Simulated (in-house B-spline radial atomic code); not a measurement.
# Re⁶⁴⁺: one electron outside a closed core

How much does correlation with the core [He] 2s2 2p6 bind the valence electron of Re⁶⁴⁺, and what spectrum follows?

The numbers are computed with an in-house B-spline radial atomic code, version 1 (frozen-core Dirac-Hartree-Fock, second-order and screened correlation potential (Brueckner orbitals), static RPA core polarisation, Breit and QED for the lowest s, p, d states, no-pair Dirac-Coulomb), except any that are marked as measured or tabulated.

## Step 1: The atom as given

* element: rhenium (Z = 75)
* charge: +64
* core: [He] 2s2 2p6
* nucleus: mass number 187, rms radius 5.370 fm

## Step 2: The run

Settings:

```ini
basis_form = 2
Z = 75
core_configuration = [He] 2s2 2p6
rms_radius = 5.3698
mass_number = 187
speed_of_light = 137.035999084
box_radius = 3.249
lmax = 6
intervals = 57
virtual_cutoff = 11250.0
```

Started as:

```console
> python run_mb.py task.json out
```

The settings stand in task.json.

After this run come: Transitions.

Before running it: what results should come out? Wanted: lowest one-electron state over this core; next one-electron state; strongest of the lines computed from the lowest state; polarisability of the lowest state; core polarisability.

**Answer**, as computed:

| quantity | value |
| --- | --- |
| lowest one-electron state over this core | 3s1/2 |
| its removal energy | 7366.6 eV (DHF 7377.6 eV) |
| next one-electron state | 3p1/2 at 163.0 eV |
| strongest of the lines computed from the lowest state (states outside the list are missing) | 3p3/2, 2.210 nm, f = 0.287 |
| polarisability of the lowest state | 0.001796 bohr³ |
| core polarisability | 4.184e-05 bohr³ |
| tabulated theoretical ionisation energy | 7366.0 ± 24 eV (NIST Atomic Spectra Database, ionization energies) |

In words: Correlation with the core binds 3s1/2 more tightly by 0.013 % of its DHF energy; screening changes the second-order Brueckner shift by -0.76 %. The quantum defects of the lowest states are s 0.21, p 0.18, d 0.05, f 0.02, g 0.01; at this charge relativity makes much of them, since the formula is non-relativistic. The tabulated theoretical ionisation energy, 7366.0 ± 24 eV, is missed by +0.0087 % at the final rung.
